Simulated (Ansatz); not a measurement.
**WCl+ (triplet): from Hartree-Fock to the top rungs, def2-TZVPP**

The task here is to estimate one member of a computed series from the others.

The runs use Ansatz 0.2.0, Gaussian basis; def2-TZVPP, core rule «outside noble gas», up to 9 orbitals frozen.

To be run: UHF; ROHF; CCSD(T) on UHF.

## The system

The geometry is a PBE0/def2-TZVP stationary point (not a proven minimum) of the parent state, kept for this charge and spin. No spin-orbit coupling is included. Elements past krypton take def2 core potentials.

2 atoms, charge 1, spin multiplicity 3.

Atoms are counted from 1 here; the program's logs count them from 0.

Bond lengths: W1–Cl2 2.233 Å.

The first run:

File in.yaml:

```yaml
crystal:
  periodic: [false, false, false]
  atoms:
    - {symbol: W, position_ang: [0.000000, 0.000000, 0.000000]}
    - {symbol: Cl, position_ang: [0.000000, 0.000000, 2.233000]}
basis:
  gaussian: {orbitals: def2-TZVPP}
total_charge: 1
magnetization: {spin_polarized: true, initial_magnetization: 2}
hamiltonian: {xc: hf}
output: {orbitals: {seedname: orbitals}}
```

Run with:

```bash
> ansatz run in.yaml --threads 1 --pin off --events-out ev --progress --plain --max-ram 3968MiB --backend cpu
```

Among the steps run: UHF; ROHF; CCSD(T) on UHF.

One of the session's tables, all rows but one given; the rest of the session is left out.

| method | from UCCSD(T) (meV) |
| --- | --- |
| ROHF | +10200.8 |
| UMP2 | +1757.3 |
| UCCSD | ? |
| UCCSD(T) | 0 |

Q: Estimate the row for UCCSD from the others.

The run gave: from UCCSD(T) (meV): +747.0. In the column «from UCCSD(T) (meV)» it lies between UCCSD(T) (0) and UMP2 (+1757.3).

Left out of the table: UHF (another determinant or state than the rows shown).

The program flags UCCSD(T) as in doubt (see the logs), so the zero of the table is itself unsure.

To keep in mind: The determinant is far from a pure spin state, so its energy mixes those of several spin states (harmless only where they are near-degenerate, as at dissociation). The program flags UCCSD(T) as in doubt, so the zero of the table is itself unsure. Warnings: spin contamination; coupled cluster took another determinant than the lowest.
